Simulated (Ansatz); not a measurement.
# BGeNH+ (triplet): wave-function methods side by side, cc-pVDZ

The task here is to estimate one member of a computed series from the others.

Method: cc-pVDZ, core rule «outside noble gas», up to 16 orbitals frozen; program: Ansatz 0.2.0, Gaussian basis.

Plan: UHF; CCSD(T) on ROHF; CCSD(T) on UHF; BCCD(T) on ROHF; CISD as a restricted active space (open shells left free, so some higher excitations enter); CCSDT(Q) on ROHF; CCSDT(Q) on UHF; CASSCF and MRCISD+Q, 10 electrons in 10 orbitals; CASSCF and NEVPT2, 10 electrons in 10 orbitals.

27 further runs of the same task are left out: 14 that didn't finish, 13 set aside as unsound or not needed. Runs told in other sessions of the task aren't counted.

## The system

The geometry is a PBE0/def2-TZVP stationary point (not a proven minimum) of the parent state, kept for this charge and spin. No spin-orbit coupling is included. The filled d shell of Ge may be among the frozen orbitals whatever the setting's name suggests.

4 atoms, charge 1, spin multiplicity 3.

Atoms are counted from 1 here; the program's logs count them from 0.

Bond lengths: Ge1–B2 1.973 Å, B2–N3 1.239 Å, N3–H4 0.992 Å. Angles: Ge1–B2–N3 180.0°, B2–N3–H4 180.0°.

Set-up of the first run:

The input, in.yaml:

```yaml
crystal:
  periodic: [false, false, false]
  atoms:
    - {symbol: Ge, position_ang: [0.000000, 0.000000, -2.347399]}
    - {symbol: B, position_ang: [0.000000, 0.000000, -0.374442]}
    - {symbol: N, position_ang: [0.000000, 0.000000, 0.865005]}
    - {symbol: H, position_ang: [0.000000, 0.000000, 1.856836]}
basis:
  gaussian: {orbitals: cc-pVDZ}
total_charge: 1
magnetization: {spin_polarized: true, initial_magnetization: 2}
hamiltonian: {xc: hf}
output: {orbitals: {seedname: orbitals}}
```

Run with:

```bash
> ansatz run in.yaml --threads 1 --pin off --events-out ev --progress --plain --max-ram 2393MiB
```

Steps of the session up to this table: UHF; CCSD(T) on ROHF; CCSD(T) on UHF; BCCD(T) on ROHF; CISD as a restricted active space (open shells left free, so some higher excitations enter); CCSDT(Q) on ROHF; CCSDT(Q) on UHF; CASSCF and MRCISD+Q, 10 electrons in 10 orbitals; CASSCF and NEVPT2, 10 electrons in 10 orbitals.

One table of the session follows, with a row left open; its other results are not shown here.

It belongs to the step «Misses and costs». 

```
           method  from RCCSDT(Q) (meV)
             ROHF               +8709.4
              UHF               +8524.1
             RMP2                +982.2
             UMP2               +1384.5
             CISD               +1226.1
            RCCSD                +456.5
            UCCSD                +440.9
         RCCSD(T)                 +66.9
         UCCSD(T)                 +79.4
          BCCD(T)                 +70.1
           RCCSDT                 +37.6
           UCCSDT                 +24.5
        RCCSDT(Q)                     0
        UCCSDT(Q)                 -21.5
  CASSCF frontier                     ?
  NEVPT2 frontier               +1269.9
  MRCISD frontier                +470.1
MRCISD+Q frontier                +110.8
```

**Question.** Estimate the row for CASSCF frontier.

**Answer.** from RCCSDT(Q) (meV): +4933.9. In the column «from RCCSDT(Q) (meV)» it lies between UMP2 (+1384.5) and UHF (+8524.1).

Limits of these values: Restricted and unrestricted rows rest on different reference determinants; a gap between their highest levels can come from leftover correlation error, from unlike frozen cores or from another state.
